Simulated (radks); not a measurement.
# Valence configurations of Co⁺

The task here is to estimate one member of a computed series from the others.

The numbers are computed with radks (a radial shooting solver on a logarithmic mesh, Libxc functionals) version 1 (non-relativistic Kohn-Sham, SCAN, spin-polarised, spherical densities, point nucleus; open shells are filled with parallel spins first), except any that are marked as measured or tabulated.

3 further runs of the same task are left out: 3 that didn't finish.

## What is computed

```
element       : cobalt (Z = 27)
charge        : +1
electrons     : 26
configuration : [Ar] 3d8
others tried  : 3d7 4p1; 3d7.5 4s0.5; 3d6 4p2; 3d6 4s1 4p1; 3d7 4s0.5 4p0.5; 3d5.5 4s0.5 4p2
```

The outer shells:

Co⁺
```
[Ar] core
3d [↑↓][↑↓][↑↓][↑ ][↑ ]
```

The first run:

The run's settings:

```text
Z 27
configuration [Ar] 3d8
relativity non-relativistic
functional scan,scan
spin polarised
nucleus point
```

Steps of the session up to this table: [Ar] 3d8.

One table of the session follows, with a row left open; its other results are not shown here.

It belongs to the step «[Ar] 3d8». Sizes of the orbitals, from the radial functions (bohr):

```
  level     <r>  outermost maximum (interpolated)  90 % within  nodes
  2p up  0.2262                             0.173        0.370      0
2p down  0.2259                             0.173        0.369      0
  3s up  0.7858                             0.678         1.18      2
3s down       ?                                 ?            ?      ?
  3p up  0.8259                             0.685         1.28      1
3p down  0.8298                             0.686         1.28      1
  3d up   1.100                             0.678         1.96      0
3d down   1.167                             0.685         2.12      0
```

Estimate the missing values for 3s down.

The run gave: <r>: 0.7879; outermost maximum (interpolated): 0.678; 90 % within: 1.18; nodes: 2. In the column «<r>» it lies between 3s up (0.7858) and 3p up (0.8259).
